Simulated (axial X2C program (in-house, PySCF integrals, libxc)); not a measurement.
**A two-component session on MoC⁻: EOM-EA-CCSD levels**

Aim: EOM-EA-CCSD levels of MoC⁻, with spin–orbit coupling in the Hamiltonian from the start.

Computed with an in-house X2C program for linear molecules on PySCF integrals. Level: two-component X2C with atomic mean-field terms, Mo dyall-acv3z, C dyall-av3z.

All values are calculated.

### 1 Input

The input, task.json:

```json
{"zs": [42, 6], "q": -1, "bas": ["dyall-acv3z", "dyall-av3z"], "r0": 1.88, "eom": "ea", "thr": -2.0, "nmax": 92, "grid": [1, 0.96, 1.045, 0.92, 1.09, 1.15], "rq": 0}
```

Keys: zs atomic numbers; q charge; bas basis sets; r0 starting distance in Å; eom kind of EOM run; thr threshold in hartree for freezing inner shells (an s shell follows its p shell); nmax most natural virtual spinors; grid distances as factors.

The run is started by

```
python soeom.py task.json out
```

After this run come: EOM-EA-CCSD at 1.651 Å.

Q: Predict the outcome of this session. Wanted: next root led by one particle; T1 of the reference; lowest state, Re and ωe.

As calculated:

| quantity | value |
| --- | --- |
| lowest root at 1.651 Å | Ω = 1/2, 1.068 eV |
| next root led by one particle | Ω = 1/2, about 9920 cm⁻¹ higher |
| T1 of the reference | 0.025 |
| lowest state, Re and ωe | 1.676 Å, 1063 cm⁻¹ |

What this shows: The added electron is bound by 1.07 eV in a spinor of 56% Mo sσ, 25% Mo pσ, 13% C pσ. The closed-shell reference lies 0.90 eV above the lowest determinant found, so these energies count from an excited configuration. Errors of 0.1 to 0.3 eV are usual at this size, and roots led by higher excitations are left out, so the list is incomplete, and low states of that kind can be missing. T1 or the largest double amplitude of the reference is raised, which lowers the reliability. The bond is 0.029 Å longer than in the closed-shell reference at CCSD (1.647 Å).
